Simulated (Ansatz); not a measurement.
# C2H6O3Si: a ladder of functionals and wavefunction methods

An exercise on one series of results from a longer session: the logs are not shown, and one member is left open.

Computed with Ansatz 0.2.0, Gaussian basis. Level: functionals in def2-TZVPP, the program's frozen cores in correlated methods.

The runs, in order: LDA (SPW92), PBE-D4, revPBE-D4, BLYP-D4, r2SCAN-D4, B97M-V, PBE0-D4, B3LYP-D4, r2SCANh-D4, r2SCAN0-D4, HSE06-D4, BHLYP-D4, CAM-B3LYP-D4, LC-ωPBE, ωB97X-V, ωB97M-V, B2PLYP, PBE-QIDH; CCSD(T)/def2-SVP; CCSD(T)/def2-TZVPP; MP2/def2-QZVPP; extrapolation to the limit; RPA on PBE.

## The relaxed structure

An earlier PBE0-D4 in a triple-zeta def2 set relaxation fixed the geometry.

SMILES `O=C([SiH3])OCO`, 12 atoms, charge 0, spin multiplicity 1.

Atoms are counted from 1 here; the program's logs count them from 0.

Bond lengths: O1–C2 1.209 Å, C2–Si3 1.922 Å, C2–O4 1.336 Å, Si3–H7 1.482 Å, Si3–H8 1.482 Å, Si3–H9 1.482 Å, O4–C5 1.446 Å, C5–O6 1.372 Å, C5–H10 1.088 Å, C5–H11 1.094 Å, O6–H12 0.965 Å. Angles: O1–C2–Si3 122.2°, O1–C2–O4 123.2°, Si3–C2–O4 114.6°, C2–Si3–H7 106.8°, C2–Si3–H8 106.6°, C2–Si3–H9 111.3°, H7–Si3–H8 110.2°, H7–Si3–H9 110.9°, H8–Si3–H9 110.9°, C2–O4–C5 114.7°, O4–C5–O6 112.6°, O4–C5–H10 104.4°, O4–C5–H11 107.1°, O6–C5–H10 108.5°, O6–C5–H11 112.8°, H10–C5–H11 111.1°, C5–O6–H12 107.0°.

The first run:

in.yaml

```yaml
crystal:
  periodic: [false, false, false]
  atoms:
    - {symbol: O, position_ang: [-0.642843, -0.281925, 1.280701]}
    - {symbol: C, position_ang: [0.080824, -0.395747, 0.319046]}
    - {symbol: Si, position_ang: [1.049371, -2.014218, -0.048132]}
    - {symbol: O, position_ang: [0.270716, 0.580216, -0.573770]}
    - {symbol: C, position_ang: [-0.429783, 1.810935, -0.283218]}
    - {symbol: O, position_ang: [-1.791963, 1.675852, -0.372055]}
    - {symbol: H, position_ang: [0.043726, -3.094364, -0.181595]}
    - {symbol: H, position_ang: [1.916769, -2.263484, 1.127611]}
    - {symbol: H, position_ang: [1.857966, -1.887730, -1.283086]}
    - {symbol: H, position_ang: [-0.100324, 2.499593, -1.057958]}
    - {symbol: H, position_ang: [-0.100726, 2.143055, 0.706186]}
    - {symbol: H, position_ang: [-2.076735, 1.172717, 0.400471]}
basis:
  gaussian: {orbitals: def2-TZVPP}
hamiltonian: {xc: lda}
output: {orbitals: {seedname: orbitals}}
```

Steps of the session up to this table: LDA; PBE-D4 (GGA); revPBE-D4 (GGA); BLYP-D4 (GGA); r2SCAN-D4 (meta-GGA); B97M-V (meta-GGA); PBE0-D4 (hybrid); B3LYP-D4 (hybrid); r2SCANh-D4 (hybrid); r2SCAN0-D4 (hybrid); HSE06-D4 (hybrid); BHLYP-D4 (hybrid); CAM-B3LYP-D4 (range-separated); LC-ωPBE (range-separated); ωB97X-V (range-separated); ωB97M-V (range-separated); B2PLYP (double hybrid); PBE-QIDH (double hybrid).

One table of the session follows, with a row left open; its other results are not shown here.

It belongs to the step «Frontier levels by functional». 

| functional | HOMO (eV) | gap (eV) |
| --- | --- | --- |
| LDA (SPW92) | -6.65 | 4.40 |
| PBE-D4 | -6.44 | 4.45 |
| revPBE-D4 | -6.36 | 4.47 |
| BLYP-D4 | -6.34 | 4.48 |
| r2SCAN-D4 | -6.74 | 4.94 |
| B97M-V | -6.89 | 5.07 |
| PBE0-D4 | -7.96 | 7.00 |
| B3LYP-D4 | -7.72 | 6.53 |
| r2SCANh-D4 | -7.31 | 5.89 |
| r2SCAN0-D4 | -8.18 | 7.32 |
| HSE06-D4 | -7.55 | 6.21 |
| BHLYP-D4 | -9.43 | 9.62 |
| CAM-B3LYP-D4 | -9.39 | 9.62 |
| LC-ωPBE | -10.68 | 12.13 |
| ωB97X-V | -10.36 | 11.72 |
| ωB97M-V | ? | ? |

Q: Estimate the row for ωB97M-V from the others.

**Answer.** HOMO (eV): -10.28; gap (eV): 11.51. In the column «HOMO (eV)» it lies between ωB97X-V (-10.36) and BHLYP-D4 (-9.43).
